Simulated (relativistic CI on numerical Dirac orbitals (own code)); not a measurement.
**Re⁺ (5d6) in crystal fields: levels and magnetism**

Aim: the levels, ground state and powder susceptibility of Re⁺ in 6 parametric crystal fields.

Method: Dirac-Coulomb-Breit CI, KLI orbitals optimised for each configuration, model QED (radiative potential, 1s self-energy scaled to tabulated hydrogen-like ionisation energies), valence Slater integrals scaled by 0.9, one configuration in a parametric crystal field. Code: relativistic CI on numerical Dirac orbitals (own code) version 1.

## 1. The system

| Quantity | Value |
| --- | --- |
| ion | Re⁺ (Re II) |
| nuclear charge | 75 |
| electrons | 74 |
| open shell | 5d6 |
| Slater scale | 0.9 |
| field 1 (cm⁻¹) | D4h, 10Dq = 17150, Ds = -1500, Dt = 550 |
| field 2 (cm⁻¹) | D4h, 10Dq = 17150, Ds = -1090, Dt = 550 |
| field 3 (cm⁻¹) | D4h, 10Dq = 17150, Ds = -680, Dt = 550 |
| field 4 (cm⁻¹) | D4h, 10Dq = 17150, Ds = -270, Dt = 550 |
| field 5 (cm⁻¹) | D4h, 10Dq = 17150, Ds = 140, Dt = 550 |
| field 6 (cm⁻¹) | D4h, 10Dq = 17150, Ds = 550, Dt = 550 |

The outer shells:

[Xe] 4f14 5d6
```
[Xe] core
4f [↑↓][↑↓][↑↓][↑↓][↑↓][↑↓][↑↓]
5d [↑↓][↑ ][↑ ][↑ ][↑ ]
```

## 2. Field 1: D4h, 10Dq = 17150, Ds = -1500, Dt = 550

Settings of the run:

```ini
atom Re  Z=75  charge=1  electrons=74
nucleus A=187  rms_radius_fm=5.3698
hamiltonian dirac-coulomb  breit=on  qed=on  c_scale=1
orbitals kli  potential=per-configuration
slater_scale 0.9
correlation none
mixing on
configurations
  [Xe] 4f14 5d6
end
crystal_field D4h 10Dq=17150 Ds=-1500 Dt=550
```

## 3. Field 2: D4h, 10Dq = 17150, Ds = -1090, Dt = 550

Changes to the settings of step 2:

```diff
@@ -10,2 +10,2 @@
 end
-crystal_field D4h 10Dq=17150 Ds=-1500 Dt=550
+crystal_field D4h 10Dq=17150 Ds=-1090 Dt=550
```

## 4. Field 3: D4h, 10Dq = 17150, Ds = -680, Dt = 550

Changes to the settings of step 3:

```diff
@@ -10,2 +10,2 @@
 end
-crystal_field D4h 10Dq=17150 Ds=-1090 Dt=550
+crystal_field D4h 10Dq=17150 Ds=-680 Dt=550
```

## 5. Field 4: D4h, 10Dq = 17150, Ds = -270, Dt = 550

Changes to the settings of step 4:

```diff
@@ -10,2 +10,2 @@
 end
-crystal_field D4h 10Dq=17150 Ds=-680 Dt=550
+crystal_field D4h 10Dq=17150 Ds=-270 Dt=550
```

## 6. Field 5: D4h, 10Dq = 17150, Ds = 140, Dt = 550

Changes to the settings of step 5:

```diff
@@ -10,2 +10,2 @@
 end
-crystal_field D4h 10Dq=17150 Ds=-270 Dt=550
+crystal_field D4h 10Dq=17150 Ds=140 Dt=550
```

## 7. Field 6: D4h, 10Dq = 17150, Ds = 550, Dt = 550

Changes to the settings of step 6:

```diff
@@ -10,2 +10,2 @@
 end
-crystal_field D4h 10Dq=17150 Ds=140 Dt=550
+crystal_field D4h 10Dq=17150 Ds=550 Dt=550
```

(Steps that only read results are left out.)

What does the calculation give? Wanted: ground spin.

As calculated:

| field | ground state | degeneracy | S | J | first gap (cm⁻¹) | stabilisation (cm⁻¹) | χT at 2 K | χT at 300 K |
| --- | --- | --- | --- | --- | --- | --- | --- | --- |
| 1: D4h | A1 | 1 | 0.70 | 4.19 | 2530 | -12264 | 0.001 | 0.200 |
| 2: D4h | A1 | 1 | 0.59 | 4.24 | 3224 | -12117 | 0.001 | 0.158 |
| 3: D4h | A1 | 1 | 0.52 | 4.27 | 3959 | -12039 | 0.001 | 0.140 |
| 4: D4h | A1 | 1 | 0.49 | 4.29 | 4698 | -12007 | 0.001 | 0.133 |
| 5: D4h | A1 | 1 | 0.48 | 4.30 | 4625 | -12011 | 0.001 | 0.132 |
| 6: D4h | A1 | 1 | 0.48 | 4.30 | 4182 | -12041 | 0.001 | 0.135 |

χT is in cm³ K/mol; stabilisation counts from the free ion's lowest level; S and J come from the expectation values of their squares.

| quantity | value |
| --- | --- |
| ground spin (effective S from ⟨S²⟩) | 1: 0.70, 2: 0.59, 3: 0.52, 4: 0.49, 5: 0.48, 6: 0.48 |
| χT at 300 K | 0.13 to 0.20 cm³ K/mol |

What this shows: S of the ground state lies between 0.48 and 0.70: spin-orbit coupling mixes spin states. Fields 1, 2, 3, 4, 5, 6 leave a non-degenerate ground state well apart, so χT falls towards zero on cooling. The field is a set of parameters, without covalency or charge transfer.
